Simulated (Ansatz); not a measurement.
# Sr: energies up the ladder

Wanted for Sr: energies up the ladder.

Program: Ansatz 0.2.0. Level of theory: the levels named in each step. These are calculated values, not measurements.

## Step 1: The starting structure

Coordinates:

```xyz
1

Sr    0.0000    0.0000    0.0000
```

## Step 2: Single point, PBE0/def2-TZVPPD

input.yaml

```yaml
crystal:
  periodic: [false, false, false]
  atoms:
    - { symbol: Sr, position_ang: [0.0, 0.0, 0.0] }
basis:
  gaussian: { orbitals: def2-TZVPPD.json }
hamiltonian:
  xc: pbe0
```

The run is started by

```sh
$ ansatz run input.yaml --threads 1 --pin off --max-ram 2560MiB --backend cpu --events-out ev --progress --plain --runs-dir out
```

Output:

```text
Warning: RAYON_NUM_THREADS=1 ignored (pool sized by the plan → 1); use --threads N
Engine: ansatz 0.2.0, aarch64-unknown-linux-gnu
Functional definition: PBE0
  parameter a = 0.25
  parameter kappa = 0.804
  parameter beta = 0.06672455060314922
  exchange = (1 - a)*pbe_x(kappa = kappa, mu = beta*pi^2/3) + a*exact_x
  correlation = pbe_c(beta = beta)
244 factors; their error is unknown
mean field evaluation 1: about -834.7596 eV, gradient 9.5e-1 eV
mean field evaluation 2: about -834.7618 eV, gradient 3.2e-1 eV
mean field evaluation 4: about -834.7816 eV, gradient 5.9e-2 eV
mean field evaluation 8: about -834.7816 eV, gradient 8.2e-6 eV
mean field -834.78162748 eV, -30.6776589745 hartree, gradient 5.6e-6 eV, S^2 0.000000; 0 other end points of the search recorded, 0 dependent functions left out
reference -834.78164657 eV, -30.6776596763 hartree; 5, 5 occupied and 35, 35 virtual orbitals, 244 factors
Total energy: -834.78164657 eV, -30.6776596763 hartree
```

Run time: 0.64 s. Hardware: 1 thread of Arm Neoverse N1, shared host; peak memory 0.072 GiB.

## Step 3: Single point, PBE/def2-TZVPPD

input.yaml, as its differences from that of step 2:

```diff
@@ -7,2 +7,2 @@
 hamiltonian:
-  xc: pbe0
+  xc: pbe
```

The run is started by

```sh
$ ansatz run input.yaml --threads 1 --pin off --max-ram 2560MiB --backend cpu --events-out ev --progress --plain --runs-dir out
```

Output:

```text
Warning: RAYON_NUM_THREADS=1 ignored (pool sized by the plan → 1); use --threads N
[... 1 set-up line as earlier in the session ...]
Functional definition: PBE
[... 2 set-up lines as earlier in the session ...]
  exchange = pbe_x(kappa = kappa, mu = beta*pi^2/3)
[... 1 set-up line as earlier in the session ...]
244 factors; their error is unknown
mean field evaluation 1: about -834.9490 eV, gradient 1.5e0 eV
mean field evaluation 2: about -834.9551 eV, gradient 8.4e-1 eV
mean field evaluation 4: about -834.9563 eV, gradient 1.5e-2 eV
mean field evaluation 8: about -834.9563 eV, gradient 5.6e-5 eV
mean field -834.95630664 eV, -30.6840783153 hartree, gradient 5.6e-5 eV, S^2 0.000000; 0 other end points of the search recorded, 0 dependent functions left out
reference -834.95633222 eV, -30.6840792555 hartree; 5, 5 occupied and 35, 35 virtual orbitals, 244 factors
Total energy: -834.95633222 eV, -30.6840792555 hartree
```

Run time: 0.58 s. Hardware: 1 thread of Arm Neoverse N1, shared host; peak memory 0.072 GiB.

## Step 4: Single point, r2SCAN/def2-TZVPPD

input.yaml, as its differences from that of step 3:

```diff
@@ -7,2 +7,2 @@
 hamiltonian:
-  xc: pbe
+  xc: r2scan
```

The run is started by

```sh
$ ansatz run input.yaml --threads 1 --pin off --max-ram 2560MiB --backend cpu --events-out ev --progress --plain --runs-dir out
```

Output:

```text
Warning: RAYON_NUM_THREADS=1 ignored (pool sized by the plan → 1); use --threads N
[... 1 set-up line as earlier in the session ...]
Functional definition: r2SCAN
  parameter k0 = 0.174
  parameter k1 = 0.065
  parameter a1 = 4.9479
  exchange = r2scan_x(k0 = k0, k1 = k1, a1 = a1)
  correlation = r2scan_c
244 factors; their error is unknown
mean field evaluation 1: about -835.0767 eV, gradient 1.1e0 eV
mean field evaluation 2: about -835.0796 eV, gradient 4.7e-1 eV
mean field evaluation 4: about -835.0794 eV, gradient 2.0e-2 eV
mean field evaluation 8: about -835.0794 eV, gradient 6.8e-5 eV
mean field -835.07936435 eV, -30.6886006026 hartree, gradient 6.8e-5 eV, S^2 0.000000; 0 other end points of the search recorded, 0 dependent functions left out
reference -835.07937327 eV, -30.6886009305 hartree; 5, 5 occupied and 35, 35 virtual orbitals, 244 factors
Total energy: -835.07937327 eV, -30.6886009305 hartree
```

It took 1.4 s on 1 thread of Arm Neoverse N1, shared host; peak memory 0.089 GiB.

## Step 5: Single point, B3LYP/def2-TZVPPD

input.yaml, as its differences from that of step 4:

```diff
@@ -7,2 +7,2 @@
 hamiltonian:
-  xc: r2scan
+  xc: { name: B3LYP }
```

The run is started by

```sh
$ ansatz run input.yaml --threads 1 --pin off --max-ram 2560MiB --backend cpu --events-out ev --progress --plain --runs-dir out
```

Output:

```text
Warning: RAYON_NUM_THREADS=1 ignored (pool sized by the plan → 1); use --threads N
[... 1 set-up line as earlier in the session ...]
Functional definition: B3LYP
  parameter a0 = 0.2
  parameter ax = 0.72
  parameter ac = 0.81
  exchange = (1 - a0 - ax)*slater_x + ax*b88_x + a0*exact_x
  correlation = (1 - ac)*vwn_rpa_c + ac*lyp_c
244 factors; their error is unknown
mean field evaluation 1: about -835.4704 eV, gradient 1.2e0 eV
mean field evaluation 2: about -835.4737 eV, gradient 4.8e-1 eV
mean field evaluation 4: about -835.4898 eV, gradient 5.3e-2 eV
mean field evaluation 8: about -835.4898 eV, gradient 6.5e-5 eV
mean field -835.48977240 eV, -30.7036828203 hartree, gradient 6.5e-5 eV, S^2 0.000000; 0 other end points of the search recorded, 0 dependent functions left out
reference -835.48991173 eV, -30.7036879405 hartree; 5, 5 occupied and 35, 35 virtual orbitals, 244 factors
Total energy: -835.48991173 eV, -30.7036879405 hartree
```

Wall time 0.68 s (1 thread of Arm Neoverse N1, shared host); peak memory 0.073 GiB.

## Step 6: Single point, wB97M-V/def2-TZVPPD

input.yaml, as its differences from that of step 5:

```diff
@@ -7,2 +7,2 @@
 hamiltonian:
-  xc: { name: B3LYP }
+  xc: { name: wB97M-V }
```

The run is started by

```sh
$ ansatz run input.yaml --threads 1 --pin off --max-ram 2560MiB --backend cpu --events-out ev --progress --plain --runs-dir out
```

Output, shortened:

```text
Warning: RAYON_NUM_THREADS=1 ignored (pool sized by the plan → 1); use --threads N
[...]
Functional definition: wB97M-V
[...]
  gx(w, u) = 1 - cx + cx01*u + cx10*w
  gss(w, u) = css00 + css04*u^4 + css10*w + css20*w^2 + css43*w^4*u^3
  gos(w, u) = cos00 + cos10*w + (cos20 + cos21*u)*w^2 + (cos60 + cos61*u)*w^6
[...]
      + integral(e_c_pw_mod_opposite_spin*gos(b97_w_opposite, b97_u_opposite)) + vv10(b, c)
244 factors; their error is unknown
77 factors; integrals over basis functions are off by at most 3.5e-5 eV
[...]
mean field -833.31749176 eV, -30.6238529794 hartree, gradient 3.5e-5 eV, S^2 0.000000; 0 other end points of the search recorded, 0 dependent functions left out
reference -833.31752429 eV, -30.6238541746 hartree; 5, 5 occupied and 35, 35 virtual orbitals, 244 factors
Total energy: -833.31752429 eV, -30.6238541746 hartree
```

Run time: 3.5 s. Hardware: 1 thread of Arm Neoverse N1, shared host; peak memory 0.13 GiB.

## Step 7: Single point, B2PLYP/def2-TZVPPD

input.yaml, as its differences from that of step 6:

```diff
@@ -7,2 +7,2 @@
 hamiltonian:
-  xc: { name: wB97M-V }
+  xc: { name: B2PLYP }
```

The run is started by

```sh
$ ansatz run input.yaml --threads 1 --pin off --max-ram 2560MiB --backend cpu --events-out ev --progress --plain --runs-dir out
```

Output:

```text
Warning: RAYON_NUM_THREADS=1 ignored (pool sized by the plan → 1); use --threads N
[... 1 set-up line as earlier in the session ...]
Functional definition: B2PLYP
  parameter a = 0.53
  parameter c = 0.27
  exchange = (1 - a)*b88_x + a*exact_x
  correlation = (1 - c)*lyp_c + c*(mp2_os + mp2_ss)
253 factors; integrals over basis functions are off by at most 9.9e-5 eV
mean field evaluation 1: about -831.5870 eV, gradient 5.5e-1 eV
mean field evaluation 2: about -831.5870 eV, gradient 5.4e-1 eV
mean field evaluation 4: about -831.5882 eV, gradient 2.0e-2 eV
mean field evaluation 8: about -831.5882 eV, gradient 2.0e-5 eV
mean field -831.58822736 eV, -30.5603036848 hartree, gradient 3.8e-6 eV, S^2 0.000000; 0 other end points of the search recorded, 0 dependent functions left out
reference -831.58831429 eV, -30.5603068793 hartree; 5, 5 occupied and 35, 35 virtual orbitals, 253 factors
second order -6.78986321 eV of doubles, -0.00000000 eV of singles
Total energy: -833.42157736 eV, -30.6276780544 hartree
```

It took 1 s on 1 thread of Arm Neoverse N1, shared host; peak memory 0.075 GiB.

## Step 8: Single point, LDA/def2-TZVPPD

input.yaml, as its differences from that of step 7:

```diff
@@ -7,2 +7,2 @@
 hamiltonian:
-  xc: { name: B2PLYP }
+  xc: lda
```

The run is started by

```sh
$ ansatz run input.yaml --threads 1 --pin off --max-ram 2560MiB --backend cpu --events-out ev --progress --plain --runs-dir out
```

Output:

```text
Warning: RAYON_NUM_THREADS=1 ignored (pool sized by the plan → 1); use --threads N
[... 1 set-up line as earlier in the session ...]
Functional definition: SPW92
  exchange = slater_x
  correlation = pw_c
244 factors; their error is unknown
mean field evaluation 1: about -832.0696 eV, gradient 6.6e-1 eV
mean field evaluation 2: about -832.0721 eV, gradient 4.1e-1 eV
mean field evaluation 4: about -832.0718 eV, gradient 1.6e-2 eV
mean field evaluation 8: about -832.0718 eV, gradient 6.3e-5 eV
mean field -832.07179369 eV, -30.5780744197 hartree, gradient 6.3e-5 eV, S^2 0.000000; 0 other end points of the search recorded, 0 dependent functions left out
reference -832.07181873 eV, -30.5780753398 hartree; 5, 5 occupied and 35, 35 virtual orbitals, 244 factors
Total energy: -832.07181873 eV, -30.5780753398 hartree
```

Run time: 0.38 s. Hardware: 1 thread of Arm Neoverse N1, shared host; peak memory 0.071 GiB.

## Step 9: Single point, PBE0/def2-SVPD

input.yaml

```yaml
crystal:
  periodic: [false, false, false]
  atoms:
    - { symbol: Sr, position_ang: [0.0, 0.0, 0.0] }
basis:
  gaussian: { orbitals: def2-SVPD }
hamiltonian:
  xc: pbe0
```

The run is started by

```sh
$ ansatz run input.yaml --threads 1 --pin off --max-ram 2560MiB --backend cpu --events-out ev --progress --plain --runs-dir out
```

Output, shortened:

```text
Warning: RAYON_NUM_THREADS=1 ignored (pool sized by the plan → 1); use --threads N
[... 7 set-up lines as earlier in the session ...]
216 factors; their error is unknown
mean field evaluation 1: about -834.4974 eV, gradient 4.8e-1 eV
mean field evaluation 2: about -834.4984 eV, gradient 7.0e-2 eV
mean field evaluation 4: about -834.5089 eV, gradient 1.3e-2 eV
mean field -834.50888607 eV, -30.6676359126 hartree, gradient 6.9e-5 eV, S^2 0.000000; 0 other end points of the search recorded, 0 dependent functions left out
reference -834.50890383 eV, -30.6676365654 hartree; 5, 5 occupied and 21, 21 virtual orbitals, 216 factors
Total energy: -834.50890383 eV, -30.6676365654 hartree
```

It took 0.51 s on 1 thread of Arm Neoverse N1, shared host; peak memory 0.071 GiB.

## Step 10: Single point, PBE/def2-SVPD

input.yaml, as its differences from that of step 9:

```diff
@@ -7,2 +7,2 @@
 hamiltonian:
-  xc: pbe0
+  xc: pbe
```

The run is started by

```sh
$ ansatz run input.yaml --threads 1 --pin off --max-ram 2560MiB --backend cpu --events-out ev --progress --plain --runs-dir out
```

Output, shortened:

```text
Warning: RAYON_NUM_THREADS=1 ignored (pool sized by the plan → 1); use --threads N
[... 6 set-up lines as earlier in the session ...]
207 factors; their error is unknown
mean field evaluation 1: about -834.6730 eV, gradient 7.0e-1 eV
mean field evaluation 2: about -834.6753 eV, gradient 2.9e-1 eV
mean field evaluation 4: about -834.6646 eV, gradient 1.6e-2 eV
mean field evaluation 8: about -834.6646 eV, gradient 6.8e-6 eV
mean field -834.66458939 eV, -30.6733579039 hartree, gradient 6.8e-6 eV, S^2 0.000000; 0 other end points of the search recorded, 0 dependent functions left out
reference -834.66461349 eV, -30.6733587897 hartree; 5, 5 occupied and 21, 21 virtual orbitals, 207 factors
Total energy: -834.66461349 eV, -30.6733587897 hartree
```

Run time: 0.56 s. Hardware: 1 thread of Arm Neoverse N1, shared host; peak memory 0.07 GiB.

## Step 11: Total energies

| level | energy (eV) | CPU time |
| --- | --- | --- |
| PBE0/def2-TZVPPD | -834.7816 | 0.62 s |
| PBE/def2-TZVPPD | -834.9563 | 0.56 s |
| r2SCAN/def2-TZVPPD | -835.0794 | 1.4 s |
| B3LYP/def2-TZVPPD | -835.4899 | 0.66 s |
| wB97M-V/def2-TZVPPD | -833.3175 | 3.5 s |
| B2PLYP/def2-TZVPPD | -833.4216 | 0.98 s |
| LDA/def2-TZVPPD | -832.0718 | 0.36 s |
| PBE0/def2-SVPD | -834.5089 | 0.49 s |
| PBE/def2-SVPD | -834.6646 | 0.54 s |

## Step 12: Results

| quantity | value |
| --- | --- |
| energy at PBE/def2-SVPD | -834.665 eV |

In words: These totals serve in differences with atoms or fragments at the same level; alone they don't rank the methods. Heavy atoms carry effective core potentials in def2 sets, and spin-orbit coupling is left out.
